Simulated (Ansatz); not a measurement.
# AlFH₃NSSi: up Jacob's ladder to CCSD(T)

How much do the methods differ for AlFH₃NSSi? The plan is to run it at one geometry with functionals of several rungs and with coupled cluster. The yardstick is the atomisation energy at the CCSD(T) limit.

Program: Ansatz 0.2.0, Gaussian basis. Level of theory: functionals in def2-TZVPP, the program's frozen cores in correlated methods. These are calculated values, not measurements.

Levels to be run: LDA (SPW92), PBE-D4, revPBE-D4, BLYP-D4, r2SCAN-D4, B97M-V, PBE0-D4, B3LYP-D4, r2SCANh-D4, r2SCAN0-D4, HSE06-D4, BHLYP-D4, CAM-B3LYP-D4, LC-ωPBE, ωB97X-V, ωB97M-V, B2PLYP, PBE-QIDH; CCSD(T)/def2-SVP; CCSD(T)/def2-TZVPP; MP2/def2-QZVPP; extrapolation to the limit; RPA on PBE.

1 further run of the same task is left out (for a known fault of the program).

### 1 Structure used throughout

All runs share one geometry, relaxed beforehand with PBE0-D4 in a triple-zeta def2 set.

SMILES `N[Si]1(F)[AlH][S]1`, 8 atoms, charge 0, spin multiplicity 1.

Atoms are counted from 1 here; the program's logs count them from 0.

Bond lengths: N1–Si2 1.694 Å, N1–H6 1.007 Å, N1–H7 1.005 Å, Si2–F3 1.602 Å, Si2–Al4 2.311 Å, Si2–S5 2.174 Å, Al4–S5 2.196 Å, Al4–H8 1.577 Å. Angles: Si2–N1–H6 120.8°, Si2–N1–H7 122.5°, H6–N1–H7 113.2°, N1–Si2–F3 102.9°, N1–Si2–Al4 132.4°, N1–Si2–S5 118.5°, F3–Si2–Al4 122.9°, F3–Si2–S5 111.6°, Al4–Si2–S5 58.5°, Si2–Al4–S5 57.6°, Si2–Al4–H8 168.8°, S5–Al4–H8 133.6°, Si2–S5–Al4 63.9°.

### 2 LDA

This LDA is Slater exchange with PW92 correlation.

The input, in.yaml:

```yaml
crystal:
  periodic: [false, false, false]
  atoms:
    - {symbol: N, position_ang: [0.443620, 1.538971, 0.505316]}
    - {symbol: Si, position_ang: [0.497811, -0.082589, 0.016575]}
    - {symbol: F, position_ang: [2.069862, -0.371698, -0.085349]}
    - {symbol: Al, position_ang: [-1.090722, -1.760995, 0.009401]}
    - {symbol: S, position_ang: [-0.542029, -0.653296, -1.805390]}
    - {symbol: H, position_ang: [1.256419, 2.128369, 0.427313]}
    - {symbol: H, position_ang: [-0.416000, 2.056051, 0.567505]}
    - {symbol: H, position_ang: [-2.126762, -2.911914, 0.308727]}
basis:
  gaussian: {orbitals: def2-TZVPP}
hamiltonian: {xc: lda}
output: {orbitals: {seedname: orbitals}}
```

Started as:

```sh
$ ansatz run in.yaml --threads 2 --pin off --events-out ev --progress --plain --max-ram 4352MiB
```

Further steps of the session: PBE-D4 (GGA); revPBE-D4 (GGA); BLYP-D4 (GGA); r2SCAN-D4 (meta-GGA); B97M-V (meta-GGA); PBE0-D4 (hybrid); B3LYP-D4 (hybrid); r2SCANh-D4 (hybrid); r2SCAN0-D4 (hybrid); HSE06-D4 (hybrid); BHLYP-D4 (hybrid); CAM-B3LYP-D4 (range-separated); LC-ωPBE (range-separated); ωB97X-V (range-separated); ωB97M-V (range-separated); B2PLYP (double hybrid); PBE-QIDH (double hybrid); CCSD(T) in def2-SVP; CCSD(T) in def2-TZVPP; MP2 in def2-QZVPP; RPA on PBE orbitals.

Before running them: what should the planned runs give, taken together? Wanted: atomisation energy, CCSD(T)/CBS; farthest beyond LDA; mean size of error, GGA; mean size of error, meta-GGA; mean size of error, hybrid; mean size of error, range-separated; mean size of error, double hybrid; gap, smallest and largest; T1 diagnostic.

The runs gave:

| quantity | value |
| --- | --- |
| atomisation energy, CCSD(T)/CBS | 655.0 kcal/mol |
| functionals within 3.3 kcal/mol (0.5 %) | r2SCAN-D4, ωB97X-V, ωB97M-V |
| farthest beyond LDA | BHLYP-D4 (-28.6 kcal/mol) |
| mean size of error, GGA | 8.6 kcal/mol |
| mean size of error, meta-GGA | 4.6 kcal/mol |
| mean size of error, hybrid | 11.0 kcal/mol |
| mean size of error, range-separated | 4.0 kcal/mol |
| mean size of error, double hybrid | 11.9 kcal/mol |
| gap, smallest and largest | 2.69 eV (LDA (SPW92)), 8.94 eV (LC-ωPBE) |
| T1 diagnostic | 0.0139 |
| triples share of the correlation energy | 4.0 % |

**Reading.** LDA overbinds by 96.9 kcal/mol (15 %). PBE-D4 is off by +9.1 kcal/mol. Double hybrids carry the basis error of their MP2 part in triple zeta, and no dispersion term here, so their miss is partly the set-up's. By mean error the best rung here is range-separated (4.0 kcal/mol) and the worst beyond LDA is double hybrid (11.9 kcal/mol). The gap between the best rungs is small, so their order is not settled. Misses under about 3.3 kcal/mol are within the doubt on the reference itself, which lacks core-valence correlation, relativity and higher excitations. Hartree-Fock recovers 69 % of the binding; the rest is correlation. CCSD(T) in def2-SVP is off by -69.8 kcal/mol, which most functionals beat. The gap grows from 2.7 to 8.9 eV across the functionals, mostly with the share of exact exchange.
